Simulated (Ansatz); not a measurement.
LaIr₂, space group Fd-3m, a frozen displacement of one atom

Program: Ansatz's Python interface.

Interactive session:
```pycon
>>> import warnings
>>> import ansatz as az
>>> import numpy as np
>>> warnings.simplefilter('ignore', az.DeckWarning)
>>> system = (
...     az.Lattice.of([0.0, 3.843, 3.843], [3.843, 0.0, 3.843], [3.843, 3.843, 0.0])
...     .atom('La', [0.0, 0.0, 0.0])
...     .atom('La', [0.25, 0.25, 0.25])
...     .atom('Ir', [0.625, 0.625, 0.625])
...     .atom('Ir', [0.125, 0.625, 0.625])
...     .atom('Ir', [0.625, 0.625, 0.125])
...     .atom('Ir', [0.625, 0.125, 0.625])
... )
>>> system.resolved().tree()['lattice']
((0.0, 3.843, 3.843), (3.843, 0.0, 3.843), (3.843, 3.843, 0.0))
>>> inverse = np.linalg.inv(np.array(system.lattice.vectors))
>>> home = np.array(system.sites[1].position)
>>> values = np.linspace(-0.02, 0.02, 5)
>>> energies, pulls = [], []
>>> for shift in values:
...     moved = system.move(1, to=home + shift * inverse[0])
...     base = (
...         moved.calculation()
...         .functional('r2scan')
...         .kpoints(density=3.4)
...         .occupations('gaussian', width=0.15)
...         .forces()
...     )
...     rep = base.run(threads=1).report
...     energies.append(rep['free_energy_ev'])
...     pulls.append(rep['forces_ev_ang'][1][0])
...
>>> print('shift (A)   dE (eV)   force along x (eV/A)')
shift (A)   dE (eV)   force along x (eV/A)
>>> for shift, e, f in zip(values, energies, pulls):
...     print(f'{shift:8.3f} {e - energies[2]:10.5f} {f:12.4f}')
...
  -0.020    0.00126       0.1261
  -0.010    0.00032       0.0630
   0.000    0.00000      -0.0000
   0.010    0.00032      -0.0631
   0.020    0.00126      -0.1261
>>> print(f'stiffness from energies {2 * np.polyfit(values, energies, 2)[0]:.3f}, from forces {-np.polyfit(values, pulls, 1)[0]:.3f} eV/A^2')
stiffness from energies 6.306, from forces 6.305 eV/A^2
```

The curvature of the energy gives 6.306 eV/Å² and the slope of the force 6.305 eV/Å², a positive curvature.

Reading the output:
- Spin is left out of this run.
- In a metal a curvature from energy changes of a few meV or less hangs on mesh and smearing, in size and even in sign.
- Spin-orbit coupling, which matters for elements this heavy, is left out.
- The starting cell is as deposited in a crystallographic database; the results hold for this polymorph, which needn't be the stable one.
- All periodic images of the atom move with it, so the curvature is one diagonal element of the zone-centre force constants and no normal mode; a positive value doesn't exclude soft modes in which several atoms move.
- Run time: 2.1 min on 1 thread of Intel(R) Xeon(R) Platinum 8375C CPU @ 2.90GHz (Ice Lake) (shared host), peak memory 0.8 GiB.
